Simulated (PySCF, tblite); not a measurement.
**C5H11BN radical: geometry, infrared bands and EPR parameters**

Aim: predict the infrared bands and EPR parameters of C5H11BN radical (`C[C]1CCB(N)C1`).

The runs use tblite 0.8.0 and PySCF 2.14.0, with density-fitted response routines of our own; the level of theory stands in each step. All values are computed, except where a source is named. Atoms count from 0, in the outputs and in this text.

### Step 1. The starting structure

18 atoms, charge 0, multiplicity 2; geometry from: force field or distance geometry start.

Bonds of the start (Å): C0–C1 1.52, C1–C2 1.54, C2–C3 1.52, C3–B4 1.58, B4–N5 1.52, B4–C6 1.58, C6–C1 1.53, C0–H7 1.10, C0–H8 1.11, C0–H9 1.12, C2–H10 1.11, C2–H11 1.12, C3–H12 1.12, C3–H13 1.10, N5–H14 1.04, N5–H15 1.06, C6–H16 1.12, C6–H17 1.11.

### Step 2. Optimising the geometry with GFN2-xTB

Job settings and geometry (Å):

```
{"job": {"kind": "relax", "xc": "GFN2-xTB", "basis": "xTB"}, "charge": 0, "multiplicity": 2}
C     -2.287700    -0.556200    -0.055600
C     -1.030700     0.184800    -0.492600
C     -0.501900     1.154700     0.579100
C      0.966700     1.387100     0.272600
B      1.413700     0.066400    -0.473100
N      2.677700    -0.657700    -0.051300
C      0.119500    -0.758300    -0.847500
H     -2.631900    -1.214000    -0.870800
H     -2.105800    -1.166800     0.856300
H     -3.103300     0.181800     0.163700
H     -0.623900     0.718200     1.591700
H     -1.077500     2.111700     0.529500
H      1.540600     1.524700     1.228800
H      1.109400     2.253700    -0.392000
H      2.867400    -1.394700    -0.753100
H      2.471000    -1.135100     0.868200
H      0.095000    -1.691800    -0.237700
H      0.092800    -1.002100    -1.927800
```

Run with:

```bash
$ OMP_NUM_THREADS=1 python probes_run.py task.json out
```

One launch serves the whole session: the jobs run in the order shown.

**Question.** This job is followed by: GFN2-xTB harmonic vibrations, gas phase; UKS B3LYP, pcH-1 on B C H N, non-relativistic, mean-field spin-orbit, GIAO. What will the session give for the following? strongest single infrared mode (GFN2-xTB); zero-point energy (GFN2-xTB); g(iso) (B3LYP); ⟨S²⟩; largest a(iso) (averaged by class); surface potential, 1st and 99th percentile.

**Answer**, as computed:

| quantity | value |
| --- | --- |
| strongest single infrared mode (GFN2-xTB) | 594 cm⁻¹, 187 km/mol |
| zero-point energy (GFN2-xTB) | 95.7 kcal/mol |
| g(iso) (B3LYP) | 2.00266 |
| ⟨S²⟩ | 0.754 (exact 0.75) |
| largest a(iso) (averaged by class) | 1H on H16, H17, 112.6 MHz |
| surface potential, 1st and 99th percentile | -0.59 V and 1.70 V |

Relaxing lowered the energy by 1.631 eV in 81 steps; the close pair that moved most is B4–N5, from 1.517 to 1.381 Å. All 48 modes are real, so the xTB geometry is a minimum. The strongest single mode, at 594 cm⁻¹, moves mainly H15 and H14. Unscaled tight-binding wavenumbers are off by several per cent, some by more. Its intensities can rank the bands wrongly. C1 carries the largest spin population, 0.96 e. The isotropic g lies 0.3 ppt above the free-electron value.
